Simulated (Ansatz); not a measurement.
Predict the output of the script below (Ansatz's Python interface).

`run_disp.py`:
```python
"""D3 and D4 dispersion energy of Sr3Sc, with no SCF."""

import ansatz as az
import numpy as np

vectors0 = np.array([
    [-2.781317, 2.781317, 5.78673],
    [2.781317, -2.781317, 5.78673],
    [2.781317, 2.781317, -5.78673],
])
sites = [
    ("Sr", (0.75, 0.25, 0.5)),
    ("Sr", (0.25, 0.75, 0.5)),
    ("Sr", (0.5, 0.5, 0.0)),
    ("Sc", (0.0, 0.0, 0.0)),
]


def make_crystal(cell):
    crystal = az.Crystal(lattice=az.Lattice.of(cell))
    for symbol, position in sites:
        crystal = crystal.atom(symbol, position)
    return crystal

atoms = [(site[0], site[1]) for site in sites]
print("dispersion energy and pressure at linear scale factors", (0.97, 1.0, 1.03, 1.06))
for functional in (az.Functional.PBE, az.Functional.PBE0):
    for method in ("d3bj", "d4"):
        damping = az.dispersion_damping(method=method, xc=functional)
        line = []
        for scale in (0.97, 1.0, 1.03, 1.06):
            term = az.pairwise_dispersion(vectors=(vectors0 * scale).tolist(), atoms=atoms, damping=damping, periodic=(True, True, True))
            line.append(f"{term.energy_ev / len(atoms):.4f} eV/atom, {np.trace(term.stress_gpa) / 3:.2f} GPa")
        print(functional.value, method, "|", " | ".join(line))
print("charges of the D4 model in the last cell:", np.round(term.partial_charges_e, 3))
```

`python run_disp.py` gives:
```text
dispersion energy and pressure at linear scale factors (0.97, 1.0, 1.03, 1.06)
pbe d3bj | -0.2561 eV/atom, -1.00 GPa | -0.2339 eV/atom, -0.82 GPa | -0.2144 eV/atom, -0.68 GPa | -0.1972 eV/atom, -0.57 GPa
pbe d4 | -0.1266 eV/atom, -0.47 GPa | -0.1161 eV/atom, -0.39 GPa | -0.1443 eV/atom, -0.44 GPa | -0.1382 eV/atom, 0.08 GPa
pbe0 d3bj | -0.3030 eV/atom, -1.20 GPa | -0.2766 eV/atom, -0.98 GPa | -0.2535 eV/atom, -0.81 GPa | -0.2332 eV/atom, -0.68 GPa
pbe0 d4 | -0.1219 eV/atom, -0.47 GPa | -0.1116 eV/atom, -0.38 GPa | -0.1388 eV/atom, -0.43 GPa | -0.1326 eV/atom, 0.07 GPa
charges of the D4 model in the last cell: [ 0.102  0.102  0.108 -0.312]
```

The structure comes from a database and needn't be a stable phase.
